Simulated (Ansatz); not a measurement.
# FI3Si: the cost of one run

Computed with Ansatz 0.2.0, Gaussian basis. Level: the settings change from run to run.

## (1) The molecule

An earlier PBE0-D4 in a triple-zeta def2 set relaxation fixed the geometry. I takes a core potential in def2 sets; no spin-orbit term is included.

5 atoms, charge 0, spin multiplicity 1.

Atoms are counted from 1 here; the program's logs count them from 0.

Bond lengths: F1–Si2 1.586 Å, Si2–I3 2.415 Å, Si2–I4 2.415 Å, Si2–I5 2.415 Å. Angles: F1–Si2–I3 107.6°, F1–Si2–I4 107.6°, F1–Si2–I5 107.6°, I3–Si2–I4 111.3°, I3–Si2–I5 111.3°, I4–Si2–I5 111.3°.

## (2) B3LYP/def2-SVPD

Options: multiplicity 3, atoms shaken by 0.08 Å, a point charge of 0.50 e beside it.

File in.yaml:

```yaml
crystal:
  periodic: [false, false, false]
  atoms:
    - {symbol: F, position_ang: [-0.565963, 0.005765, 1.506790]}
    - {symbol: Si, position_ang: [-0.225448, -0.085806, 0.037199]}
    - {symbol: I, position_ang: [1.737641, -1.592924, 0.020359]}
    - {symbol: I, position_ang: [-1.822527, -0.577373, -1.427936]}
    - {symbol: I, position_ang: [0.815627, 2.176705, -0.499041]}
basis:
  gaussian: {orbitals: def2-SVPD, point_charges: [{charge: 0.50, position_ang: [6.085, -0.349, 0.193]}]}
magnetization: {spin_polarized: true, initial_magnetization: 2}
hamiltonian: {xc: {name: B3LYP}}
```

Command:

```sh
ansatz run in.yaml --threads 4 --pin off --events-out ev --progress --plain --max-ram 11315MiB
```

What time and memory should one allow on 4 threads of Arm Neoverse V1, shared host?

About 23 s, with a peak of 0.84 GiB.
